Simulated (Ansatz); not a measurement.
# Tetramethyl orthosilicate (TMOS) (C₄H₁₂O₄Si): how energies converge with the basis set

One table from this session's results is given with a row withheld; the runs are named, their logs left out.

The runs use Ansatz 0.2.0, Gaussian basis; one geometry, several basis sets.

The runs, in order: PBE0-D4/def2-SVP; ωB97M-V/def2-SVP; PBE0-D4/def2-QZVPP; ωB97M-V/def2-QZVPP; the functionals' def2-TZVPP values are taken from earlier runs.

### The relaxed structure

An earlier PBE0-D4 in a triple-zeta def2 set relaxation fixed the geometry.

21 atoms, charge 0, spin multiplicity 1.

Atoms are counted from 1 here; the program's logs count them from 0.

Bond lengths: C1–O2 1.410 Å, C1–H10 1.095 Å, C1–H11 1.091 Å, C1–H12 1.094 Å, O2–Si3 1.625 Å, Si3–O4 1.625 Å, Si3–O6 1.625 Å, Si3–O8 1.625 Å, O4–C5 1.410 Å, C5–H13 1.091 Å, C5–H14 1.094 Å, C5–H15 1.095 Å, O6–C7 1.410 Å, C7–H16 1.094 Å, C7–H17 1.095 Å, C7–H18 1.091 Å, O8–C9 1.410 Å, C9–H19 1.095 Å and more. Angles: O2–C1–H10 111.2°, O2–C1–H11 108.2°, O2–C1–H12 111.2°, H10–C1–H11 108.6°, H10–C1–H12 108.7°, H11–C1–H12 108.9°, C1–O2–Si3 124.5°, O2–Si3–O4 114.4°, O2–Si3–O6 107.1°, O2–Si3–O8 107.1°, O4–Si3–O6 107.1°, O4–Si3–O8 107.1°, O6–Si3–O8 114.4°, Si3–O4–C5 124.5°, O4–C5–H13 108.2°, O4–C5–H14 111.2°, O4–C5–H15 111.2°, H13–C5–H14 108.9° and more.

The first run:

The input, in.yaml:

```yaml
crystal:
  periodic: [false, false, false]
  atoms:
    - {symbol: C, position_ang: [1.751211, -1.608803, -1.240536]}
    - {symbol: O, position_ang: [0.439330, -1.341962, -0.797424]}
    - {symbol: Si, position_ang: [-0.005944, 0.000508, 0.002300]}
    - {symbol: O, position_ang: [-0.007469, 1.351112, -0.900979]}
    - {symbol: C, position_ang: [-0.936845, 1.624938, -1.925602]}
    - {symbol: O, position_ang: [-1.530591, -0.232800, 0.513220]}
    - {symbol: C, position_ang: [-1.982207, -1.394059, 1.173589]}
    - {symbol: O, position_ang: [1.074968, 0.225682, 1.194336]}
    - {symbol: C, position_ang: [1.144174, 1.379920, 2.001503]}
    - {symbol: H, position_ang: [2.064104, -0.892763, -2.007642]}
    - {symbol: H, position_ang: [1.767152, -2.610740, -1.672696]}
    - {symbol: H, position_ang: [2.464227, -1.568188, -0.412037]}
    - {symbol: H, position_ang: [-0.742421, 2.630871, -2.301360]}
    - {symbol: H, position_ang: [-1.963449, 1.578216, -1.550964]}
    - {symbol: H, position_ang: [-0.833619, 0.916727, -2.754364]}
    - {symbol: H, position_ang: [-1.782000, -2.290071, 0.579007]}
    - {symbol: H, position_ang: [-1.501109, -1.507120, 2.150741]}
    - {symbol: H, position_ang: [-3.059114, -1.302541, 1.324555]}
    - {symbol: H, position_ang: [0.247224, 1.485219, 2.620742]}
    - {symbol: H, position_ang: [1.257278, 2.281712, 1.392875]}
    - {symbol: H, position_ang: [2.010802, 1.284640, 2.657837]}
basis:
  gaussian: {orbitals: def2-SVP}
hamiltonian: {xc: pbe0, dispersion: d4}
output: {orbitals: {seedname: orbitals}}
```

Launch:

```sh
$ ansatz run in.yaml --threads 4 --pin off --events-out ev --progress --plain --max-ram 66560MiB --backend cpu
```

Among the steps run: PBE0-D4 in def2-SVP; ωB97M-V in def2-SVP; PBE0-D4 in def2-QZVPP; ωB97M-V in def2-QZVPP.

One of the session's tables, all rows but one given; the rest of the session is left out.

It belongs to the step «Functionals by basis». 

| functional | basis | HOMO (eV) | LUMO (eV) |
| --- | --- | --- | --- |
| PBE0-D4 | def2-SVP | ? | ? |
| PBE0-D4 | def2-TZVPP | -8.09 | 1.13 |
| PBE0-D4 | def2-QZVPP | -8.12 | 0.63 |
| ωB97M-V | def2-SVP | -10.34 | 3.39 |
| ωB97M-V | def2-TZVPP | -10.51 | 2.61 |
| ωB97M-V | def2-QZVPP | -10.55 | 1.74 |

Q: Estimate the row for PBE0-D4, def2-SVP from the others.

**Answer.** HOMO (eV): -7.93; LUMO (eV): 1.73. In the column «HOMO (eV)» it is the highest.
